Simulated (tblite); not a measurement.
# C6H4ClF5: the cost of one run

The runs use tblite 0.8.0 and PySCF 2.14.0, with density-fitted response routines of our own; the level of theory stands in each step. All values are computed, except where a source is named. Atoms are numbered from 0 throughout.

**1. Starting geometry**

16 atoms, charge 0, multiplicity 1; geometry from: force field or distance geometry start.

Bonds of the start (Å): C0–C1 1.41, C1–Cl2 1.76, C1–C3 1.38, C3–C4 1.64, C3–C5 1.43, C5–F6 1.37, C5–F7 1.38, C5–C8 1.53, C8–F9 1.36, C8–F10 1.37, C8–F11 1.42, C0–H12 1.10, C0–H13 1.04, C4–H14 1.04, C4–H15 1.00.

**2. Optimising the geometry with GFN2-xTB**

Job settings and geometry (Å):

```
{"job": {"kind": "relax", "xc": "GFN2-xTB", "basis": "xTB"}, "charge": 0, "multiplicity": 1}
C      2.284700    -0.935800    -0.038200
C      1.536500     0.092300     0.559900
Cl     2.540100     0.965300     1.710700
C      0.215700     0.159300     0.168500
C     -0.036900     1.443400     1.162000
C     -1.160200     0.222000    -0.228300
F     -1.382100     1.403900    -0.890700
F     -2.030900     0.161100     0.839100
C     -1.547600    -0.897800    -1.197600
F     -0.794000    -0.916800    -2.331900
F     -1.680100    -2.094100    -0.534900
F     -2.876000    -0.561300    -1.580400
H      3.306500    -0.933100     0.359100
H      1.858600    -1.581100    -0.737700
H     -1.025500     1.753600     1.071000
H      0.783500     1.728200     1.658000
```

Started as:

```
> OMP_NUM_THREADS=1 python probes_run.py task.json out
```

One launch serves the whole session: the jobs run in the order shown.

**Question.** How long does this first job take on 1 thread of Arm Neoverse V1, shared host, and how much memory does it need?

About 1.8 s, with a peak of 0.18 GiB.
